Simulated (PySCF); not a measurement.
**SiNH2F2 (SMILES [NH][SiH](F)F): UB2PLYP/cc-pVDZ**

Aim: the vertical ionisation energy of SiNH2F2 at UB2PLYP/cc-pVDZ, from 2 runs. The job is set up through a Python script.

The results are computed with PySCF 2.14.0.

### 1 The system as given

The species is SiNH2F2 (6 atoms), meant as a doublet with charge 0. SMILES: `[NH][SiH](F)F`. The coordinates come from a PBE0-D4/def2-TZVP relaxation. This is one conformer, not always the lowest.

Bond lengths: N1–Si2 1.727 Å, Si2–F3 1.580 Å, Si2–F4 1.587 Å, N1–H5 1.021 Å, Si2–H6 1.473 Å. Angles: N1–Si2–F3 107.9°, N1–Si2–F4 114.0°, F3–Si2–F4 106.4°, N1–Si2–H6 109.2°, F3–Si2–H6 109.9°, F4–Si2–H6 109.3°, Si2–N1–H5 116.5°.

### 2 A single-point energy at UB2PLYP/cc-pVDZ

File input.py:

```python
from pyscf import gto, dft, mp

mol = gto.Mole()
mol.atom = [
    ('N', (-0.025400, 1.001700, -0.903700)),
    ('Si', (0.188000, -0.244900, 0.273000)),
    ('F', (1.578700, -0.941400, -0.004700)),
    ('F', (-0.908600, -1.390200, 0.207400)),
    ('H', (-0.977800, 1.156700, -1.236500)),
    ('H', (0.187200, 0.354100, 1.618300)),
]
mol.basis = 'cc-pvdz'
mol.verbose = 3
mol.spin = 1
mol.max_memory = 1860
mol.build()

mf = dft.UKS(mol, xc='0.53*HF + 0.47*B88, 0.73*LYP')
mf.conv_tol = 1e-10
mf.grids.level = 7
mf.kernel()
if not mf.converged:
    mf = mf.newton().run(mf.mo_coeff, mf.mo_occ)

pt = mp.MP2(mf, frozen=8).run()
energy = mf.e_tot + 0.27 * pt.e_corr
print('PT2 part  %.8f' % (0.27 * pt.e_corr))
print('E(%s) = %.9f' % ('B2PLYP', energy))
```

The run is started by

```bash
OMP_NUM_THREADS=1 python input.py
```

Log:

```text
WARN: HOMO -0.279712212350562 >= LUMO -0.279712212350561

converged SCF energy = -544.680901808803  <S^2> = 0.75411298  2S+1 = 2.0041088
E(UMP2) = -545.396564734115  E_corr = -0.715662925312094
E(SCS-UMP2) = -545.377074771612  E_corr = -0.696172962808821
PT2 part  -0.19322899
E(B2PLYP) = -544.874130799
```

It took 55 s on 1 thread of Arm Neoverse V2, shared host; peak memory 0.39 GiB.

### 3 The singlet cation, same level

File run.py:

```python
from pyscf import gto, dft, mp

mol = gto.M(
    atom='''
N       -0.025400       1.001700      -0.903700
Si       0.188000      -0.244900       0.273000
F        1.578700      -0.941400      -0.004700
F       -0.908600      -1.390200       0.207400
H       -0.977800       1.156700      -1.236500
H        0.187200       0.354100       1.618300
''',
    max_memory=1860,
    verbose=3,
    charge=1,
    basis='cc-pvdz',
)

mf = dft.RKS(mol)
mf.xc = '0.53*HF + 0.47*B88, 0.73*LYP'
mf.grids.level = 7
mf.conv_tol = 1e-10
mf.kernel()
if not mf.converged:
    mf = mf.newton().run(mf.mo_coeff, mf.mo_occ)

pt = mp.MP2(mf, frozen=8).run()
etot = mf.e_tot + 0.27 * pt.e_corr
print('PT2 part  %.8f' % (0.27 * pt.e_corr))
print('E(%s) = %.9f' % ('B2PLYP', etot))
```

The run is started by

```bash
OMP_NUM_THREADS=1 python run.py
```

Log:

```text
converged SCF energy = -544.225014699398
E(RMP2) = -544.945248686477  E_corr = -0.720233987079303
E(SCS-RMP2) = -544.93121479405  E_corr = -0.706200094652683
PT2 part  -0.19446318
E(B2PLYP) = -544.419477876
```

It took 30 s on 1 thread of Arm Neoverse V2, shared host; peak memory 0.38 GiB.

### 4 Summary of results

At UB2PLYP/cc-pVDZ, 8 core orbitals frozen:

```
                                                                 quantity          value
                                            doublet SiNH2F2: total energy  -544.87413 Eh
                                doublet SiNH2F2: dipole moment (SCF part)         2.05 D
doublet SiNH2F2: HOMO energy (SCF part's orbitals) (highest over α and β)      -10.02 eV
 doublet SiNH2F2: LUMO energy (SCF part's orbitals) (lowest over α and β)       -1.87 eV
                                                    doublet SiNH2F2: ⟨S²⟩          0.754
                                             singlet cation: total energy  -544.41948 Eh
                        singlet cation: HOMO energy (SCF part's orbitals)      -18.96 eV
                        singlet cation: LUMO energy (SCF part's orbitals)      -13.28 eV
                      singlet cation: HOMO–LUMO gap (SCF part's orbitals)        5.68 eV
                       vertical ionisation energy (to the singlet cation)      12.372 eV
```

What this shows: The vertical ionisation energy comes to 12.37 eV (285 kcal/mol). Only the singlet of the ionised species was computed; a triplet could lie lower. Mulliken charges (doublet SiNH2F2) run from -0.35 on F4 to +0.97 on Si2; they depend strongly on the basis.
